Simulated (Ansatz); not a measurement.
Predict the output of the script below (Ansatz 0.2.0 through its Python package).

Script `freq.py`:
```python
from dataclasses import dataclass
import logging
import sys

import ansatz as az
import numpy as np

logging.basicConfig(stream=sys.stdout, format="%(levelname)s %(message)s")
logger = logging.getLogger("ansatz_job")
logger.setLevel(logging.INFO)


@dataclass(frozen=True)
class Options:
    basis: str = "def2-SVP"
    xc: str = "b3lyp"
    dispersion: str = "d4"


settings = Options()


def main() -> None:
    geometry_ang = [
        ("O", (-0.6918, 1.2029, 0.5254)),
        ("B", (-0.0391, -0.006, 0.2478)),
        ("O", (1.2848, -0.2008, 0.7462)),
        ("Se", (-0.8529, -1.4401, -0.8307)),
        ("H", (-0.4996, 1.8275, -0.2654)),
        ("H", (1.1892, -0.5972, 1.6507)),
        ("H", (-0.3293, -0.8543, -2.1197)),
    ]
    mol = az.Crystal.molecule()
    for symbol, xyz in geometry_ang:
        mol = mol.atom(symbol, xyz)

    setup = (
        mol.calculation()
        .basis(gaussian=settings.basis)
        .functional(settings.xc, dispersion=settings.dispersion)
    )
    symbols = [site.symbol for site in mol.cartesian_sites]
    start = np.array([site.position_ang for site in mol.cartesian_sites], dtype=float)
    data = setup.relax(force_tolerance=0.003, max_steps=100).run(threads=1).report
    end = np.array(data["positions_ang"])

    logger.info("final positions (A) and the move of each atom")
    for symbol, xyz, old in zip(symbols, end, start):
        logger.info(f"{symbol:2s} {xyz[0]:10.5f} {xyz[1]:10.5f} {xyz[2]:10.5f}   {np.linalg.norm(xyz - old):7.4f}")

    minimum = az.Crystal.molecule()
    for symbol, place in zip(symbols, end):
        minimum = minimum.atom(symbol, place.tolist())
    vibrating = (
        minimum.calculation()
        .basis(gaussian=settings.basis)
        .functional(settings.xc, dispersion=settings.dispersion)
        .phonons(temperatures=(298.15, 498.15, 100))
    )
    vib = vibrating.run(threads=1).report["vibrations"]
    sums = vib["harmonic_sums"]
    modes = [m["omega_inv_cm"] for m in sums["modes_at_gamma"] if m["rigid_motion"] == "no"]
    for number, w in enumerate(modes, start=1):
        logger.info(f"mode {number:2d} {w:9.1f} 1/cm {w / 8065.544 * 1000:8.2f} meV")
    print("imaginary modes:", sum(w < 0 for w in modes), " zero-point energy:", round(sums["zero_point_energy_ev"], 4), "eV")
    logger.info("T (K)   F_vib (eV)   S_vib (meV/K)   C_vib (meV/K)")
    for row in zip(sums["temperatures_k"], sums["vibrational_free_energy_ev"], vib["entropy_ev_per_k"], vib["heat_capacity_ev_per_k"]):
        logger.info(f"{row[0]:6.1f} {row[1]:11.4f} {1000 * row[2]:13.4f} {1000 * row[3]:15.4f}")

    heavier = vibrating.phonons(masses={"H": 2.014102}).run(threads=1).report["vibrations"]["harmonic_sums"]
    print("deuterated (1/cm):", " ".join(f"{m['omega_inv_cm']:.0f}" for m in heavier["modes_at_gamma"] if m["rigid_motion"] == "no"))
    print("zero-point energy falls by", round(sums["zero_point_energy_ev"] - heavier["zero_point_energy_ev"], 4), "eV")


if __name__ == "__main__":
    main()
```

```console
$ python freq.py
INFO final positions (A) and the move of each atom
INFO O    -0.14400    1.16747    0.28348    0.5999
INFO B     0.19372   -0.15127    0.22688    0.2752
INFO O     0.95565   -0.69581    1.20596    0.7515
INFO Se   -0.34294   -1.41040   -1.21078    0.6367
INFO H    -0.68664    1.48623   -0.44530    0.4287
INFO H     1.19333   -0.04789    1.88374    0.5967
INFO H    -1.10782   -0.41632   -1.98969    0.9027
INFO mode  1     199.3 1/cm    24.71 meV
INFO mode  2     268.3 1/cm    33.27 meV
INFO mode  3     328.2 1/cm    40.69 meV
INFO mode  4     450.5 1/cm    55.85 meV
INFO mode  5     473.3 1/cm    58.68 meV
INFO mode  6     574.2 1/cm    71.19 meV
INFO mode  7     591.2 1/cm    73.30 meV
INFO mode  8     745.2 1/cm    92.39 meV
INFO mode  9     979.8 1/cm   121.48 meV
INFO mode 10    1008.2 1/cm   125.00 meV
INFO mode 11    1271.2 1/cm   157.61 meV
INFO mode 12    1462.3 1/cm   181.30 meV
INFO mode 13    2403.4 1/cm   297.98 meV
INFO mode 14    3829.2 1/cm   474.76 meV
INFO mode 15    3890.5 1/cm   482.37 meV
imaginary modes: 0  zero-point energy: 1.1453 eV
INFO T (K)   F_vib (eV)   S_vib (meV/K)   C_vib (meV/K)
INFO  298.1      1.1085        0.3466          0.5101
INFO  398.1      1.0654        0.5134          0.6427
INFO  498.1      1.0062        0.6685          0.7400
deuterated (1/cm): 144 251 312 332 363 513 543 568 743 844 1230 1450 1711 2787 2833
zero-point energy falls by 0.2388 eV
```

The frequencies are harmonic and unscaled, in a modest basis. b3lyp holds the VWN-RPA fit, as in Gaussian; the form of ORCA and Turbomole is b3lyp5. The result belongs to the one conformer reached from this start, and soft torsions count as harmonic oscillators. It ran for 4.7 min on 1 thread of Arm Neoverse V1, with other jobs on the host, peak memory 0.26 GiB.
